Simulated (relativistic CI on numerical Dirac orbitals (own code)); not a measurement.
# P: one ion under different settings

How much do the settings matter for P? One ion, several inputs.

The numbers are computed with relativistic CI on numerical Dirac orbitals (own code) version 3 (Dirac-Coulomb-Breit CI, KLI orbitals optimised for each configuration, model QED (radiative potential, 1s self-energy scaled to tabulated hydrogen-like ionisation energies), numerical settings as typed), except any that are marked as measured or tabulated.

## (1) What is computed

* ion: P (P I)
* nuclear charge: 15
* electrons: 15
* isotope: A = 31

## (2) Usual settings

Input settings:

```ini
atom P  Z=15  charge=0  electrons=15
nucleus A=31  rms_radius_fm=3.1889
hamiltonian dirac-coulomb  breit=on  qed=on  c_scale=1
orbitals kli  potential=per-configuration
slater_scale 1
correlation none
mixing on
grid step=0.0125 r_max=102.8
scf mixing=0.4 start=green max_iterations=150 tolerance=2e-08 node_fill=0.05
configurations
  [Ne] 3s2 3p3
end
```

Launch:

```console
$ python run_levels.py task.json out
```

task.json lists these runs, among others, and the program works through them in turn.

## (3) Grid step 0.008

Changes to the settings of step 2:

```diff
@@ -7,3 +7,3 @@
 mixing on
-grid step=0.0125 r_max=102.8
+grid step=0.008 r_max=102.8
 scf mixing=0.4 start=green max_iterations=150 tolerance=2e-08 node_fill=0.05
```

## (4) Grid step 0.02, Slater scale 1.2, QED terms off

Input settings:

```ini
atom P  Z=15  charge=0  electrons=15
nucleus A=31  rms_radius_fm=3.1889
hamiltonian dirac-coulomb  breit=on  qed=off  c_scale=1
orbitals kli  potential=per-configuration
slater_scale 1.2
correlation none
mixing on
grid step=0.02 r_max=102.8
scf mixing=0.4 start=green max_iterations=150 tolerance=2e-08 node_fill=0.05
configurations
  [Ne] 3s2 3p3
end
```

## (5) Grid step 0.02, node fill 0.2, Slater scale 1.2

Input settings:

```ini
atom P  Z=15  charge=0  electrons=15
nucleus A=31  rms_radius_fm=3.1889
hamiltonian dirac-coulomb  breit=on  qed=on  c_scale=1
orbitals kli  potential=per-configuration
slater_scale 1.2
correlation none
mixing on
grid step=0.02 r_max=102.8
scf mixing=0.4 start=green max_iterations=150 tolerance=2e-08 node_fill=0.2
configurations
  [Ne] 3s2 3p3
end
```

## (6) Potential mixing 0.7, nuclear radius 2.87, grid step 0.02

Input settings:

```ini
atom P  Z=15  charge=0  electrons=15
nucleus A=31  rms_radius_fm=2.8700
hamiltonian dirac-coulomb  breit=on  qed=on  c_scale=1
orbitals kli  potential=per-configuration
slater_scale 1
correlation none
mixing on
grid step=0.02 r_max=102.8
scf mixing=0.7 start=green max_iterations=150 tolerance=2e-08 node_fill=0.05
configurations
  [Ne] 3s2 3p3
end
```

## (7) End of the grid 25.7

Input settings:

```ini
atom P  Z=15  charge=0  electrons=15
nucleus A=31  rms_radius_fm=3.1889
hamiltonian dirac-coulomb  breit=on  qed=on  c_scale=1
orbitals kli  potential=per-configuration
slater_scale 1
correlation none
mixing on
grid step=0.0125 r_max=25.7
scf mixing=0.4 start=green max_iterations=68 tolerance=2e-08 node_fill=0.05
configurations
  [Ne] 3s2 3p3
end
```

(Steps that only read results are left out.)

What does the calculation give? Wanted: lowest level, usual settings; total energy; first excitation.

As calculated:

| setting | total energy less usual (Ha) | largest shift of a level among the lowest eight of both runs, same label and place (cm⁻¹) | SCF iterations | time | lowest level | kind of change |
| --- | --- | --- | --- | --- | --- | --- |
| usual | 0 | 0 | 10 | 0.038 s | 3p3 4S°3/2 | - |
| grid step 0.008 | -1.85e-05 | 0 | 11 | 0.071 s | 3p3 4S°3/2 | numerical |
| grid step 0.02, Slater scale 1.2, QED terms off | -0.0593 | 4970 | 10 | 0.015 s | 3p3 4S°3/2 | model term |
| grid step 0.02, node fill 0.2, Slater scale 1.2 | -0.0114 | 4710 | 10 | 0.028 s | 3p3 4S°3/2 | model term |
| potential mixing 0.7, nuclear radius 2.87, grid step 0.02 | 2.63e-05 | 0.0115 | 9 | 0.028 s | 3p3 4S°3/2 | unphysical constant |
| end of the grid 25.7 | 0 | 0 | 11 | 0.046 s | 3p3 4S°3/2 | extreme, harmless here |

| quantity | value |
| --- | --- |
| lowest level, usual settings | 3p3 4S°3/2 |
| total energy | -341.4417 Ha |
| first excitation | 14917.8 cm⁻¹ |

In words: Among the runs whose levels can be followed, they move most under «grid step 0.02, Slater scale 1.2, QED terms off» (model term), by up to 4970 cm⁻¹. No visible change in the result comes from «end of the grid 25.7». Only the listed configurations are in the model. Near neutrality, missing correlation can shift configurations against each other by thousands of cm⁻¹.
